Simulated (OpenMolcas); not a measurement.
# Ru⁴⁺ among point charges: CASSCF and CASPT2 levels and susceptibility

Aim: the splitting of the states of Ru⁴⁺ in the field of 4 point charges, its lowest levels with spin-orbit coupling and its magnetic susceptibility.

The numbers are computed with OpenMolcas 26.06 (state-averaged CASSCF and CASPT2, spin-orbit coupling by RASSI with atomic mean-field integrals), except any that are marked as measured or tabulated.

### 1 What is computed

| Quantity | Value |
| --- | --- |
| Species | Ru⁴⁺ (ruthenium, Z = 44, 40 electrons) |
| Basis | ANO-RCC-VDZP [6s5p3d1f], 43 functions |
| Scalar Hamiltonian | DKH2, point nucleus |
| Inactive shells | 1s 2s 2p 3s 3p 3d 4s 4p |
| Active space | 4 electrons in 5 orbitals (4d) |
| Some configurations of this space | 4d⁴ |
| Orbitals | optimised for each spin and parity, averaged over all roots |

Outer shells as boxes (Hund's rule):

4d4
```
4d [↑ ][↑ ][↑ ][↑ ][  ]
```

The ion sits among 4 point charges of -2 e arranged as a tetrahedron (Td), 1.83 Å from the ion.

The work runs as a chain of OpenMolcas steps in one folder; each step below is one input file. Labels, J, g values, rates, χT and fits are worked out afterwards by a script from the matrices that RASSI stores.

### 2 GATEWAY and SEWARD: basis and integrals

The input, a.inp:

```
&GATEWAY
Coord
1

Ru 0.0 0.0 0.0
Basis=ANO-RCC-VDZP
Group=NoSym
NoMove
AngMom=0.0 0.0 0.0
AMFI
XField
4 Angstrom 0
1.056551 1.056551 1.056551 -2.000000
1.056551 -1.056551 -1.056551 -2.000000
-1.056551 1.056551 -1.056551 -2.000000
-1.056551 -1.056551 1.056551 -2.000000
&SEWARD
```

Run with:

```bash
> OMP_NUM_THREADS=1 MOLCAS_MEM=1689 MOLCAS_PROJECT=a pymolcas a.inp > a.log
```

### 3 Reference wave functions, quintets, 5 roots

The input, a.inp:

```
&RASSCF
FileOrb=start.orb
Symmetry=1
Spin=5
nActEl=4 0 0
Inactive=18
Ras2=5
CIRoot=5 5 1
SDav=5
CIMx=300
Iter=120 100
PrWF=0.3
OrbListing=Nothing
MaxOrb=0
>>> COPY $Project.JobIph JOB001
```

start.orb holds the contracted functions of the basis, ordered by shell, or the orbitals of the step before.

### 4 Reference wave functions, triplets, 45 roots

The input, a.inp:

```
&RASSCF
FileOrb=start.orb
Symmetry=1
Spin=3
nActEl=4 0 0
Inactive=18
Ras2=5
CIRoot=45 45 1
SDav=45
CIMx=300
Iter=120 100
PrWF=0.3
OrbListing=Nothing
MaxOrb=0
>>> COPY $Project.JobIph JOB002
```

### 5 CASSCF: singlets, 50 roots

The input, a.inp:

```
&RASSCF
FileOrb=start.orb
Symmetry=1
Spin=1
nActEl=4 0 0
Inactive=18
Ras2=5
CIRoot=50 50 1
SDav=50
CIMx=300
Iter=120 100
PrWF=0.3
OrbListing=Nothing
MaxOrb=0
>>> COPY $Project.JobIph JOB003
```

### 6 RASSI: spin-orbit coupling between the states

The input, a.inp:

```
&RASSI
NrOfJobIphs=3 5 45 50
1 2 3 4 5
1 2 3 4 5 6 7 8 9 10 11 12 13 14 15 16 17 18 19 20 21 22 23 24 25 26 27
28 29 30 31 32 33 34 35 36 37 38 39 40 41 42 43 44 45
1 2 3 4 5 6 7 8 9 10 11 12 13 14 15 16 17 18 19 20 21 22 23 24 25 26 27
28 29 30 31 32 33 34 35 36 37 38 39 40 41 42 43 44 45 46 47 48 49 50
IphNames
JOB001
JOB002
JOB003
EJob
SpinOrbit
DIPRint=1.0
SOCoupling=1000.0
Subsets=2
Property=9
'ANGMOM' 1 'ANGMOM' 2 'ANGMOM' 3 'MLTPL  1' 1 'MLTPL  1' 2 'MLTPL  1' 3
'AMFI' 1 'AMFI' 2 'AMFI' 3
SOProperty=3
'ANGMOM' 1 'ANGMOM' 2 'ANGMOM' 3
```

### 7 CASPT2: IPEA 0.25, imaginary shift 0.1 (closed shells correlated: 4s 4p)

The input, a.inp:

```
>>> COPY JOB001 $Project.JobIph
&CASPT2
Multistate=5 1 2 3 4 5
NoMult
Frozen=14
IPEA=0.25
Imaginary=0.1
MaxIter=60
WThr=0.0 0.3 0.05
PrWF=0.5
NoMix
>>> COPY JOB002 $Project.JobIph
&CASPT2
Multistate=45 1 2 3 4 5 6 7 8 9 10 11 12 13 14 15 16 17 18 19 20 21 22
23 24 25 26 27 28 29 30 31 32 33 34 35 36 37 38 39 40 41 42 43 44 45
NoMult
Frozen=14
IPEA=0.25
Imaginary=0.1
MaxIter=60
WThr=0.0 0.3 0.05
PrWF=0.5
NoMix
>>> COPY JOB003 $Project.JobIph
&CASPT2
Multistate=50 1 2 3 4 5 6 7 8 9 10 11 12 13 14 15 16 17 18 19 20 21 22
23 24 25 26 27 28 29 30 31 32 33 34 35 36 37 38 39 40 41 42 43 44 45 46
47 48 49 50
NoMult
Frozen=14
IPEA=0.25
Imaginary=0.1
MaxIter=60
WThr=0.0 0.3 0.05
PrWF=0.5
NoMix
```

(Steps that only read results are left out.)

**Question.** What will these runs give? Wanted: spin-free ground state; first state of the same spin within the active space; lowest level; next level.

As calculated:

| quantity | value |
| --- | --- |
| method | SS-CASPT2, IPEA 0.25, imaginary shift 0.1 (closed shells correlated: 4s 4p) |
| spin-free ground state | 5T2, 3-fold in its orbital part |
| first state of the same spin within the active space | 5E at 4570 cm⁻¹ |
| lowest level | 1-fold A1 |
| next level | 362.0 cm⁻¹ |
| χT at 300 K | 1.09 cm³ K/mol |
| effective moment at 300 K | 2.96 μB |

Cost by method:

```csv
method,time of its own steps,time with the reference
A. CASSCF,31 s,31 s
"B. SS-CASPT2, IPEA 0.25, imaginary shift 0.1, +4s 4p",9.6 s,41 s
```

Times are of one thread on a shared host.

In words: The spin-free ground state (5T2) comes to 100 % from free-ion D terms and keeps the highest spin of the shell. χT at 300 K is 1.09, against 3.01 cm³ K/mol for the spin alone, so spin-orbit coupling lowers it. An active space of the d shell alone favours high spin; real ions in strong fields can be low spin. CASPT2 does not keep the components of a term degenerate, and the means are used. The field of point charges can differ much from that of real complexes. Point charges carry no covalency, so the field is a model and not that of real ligands.
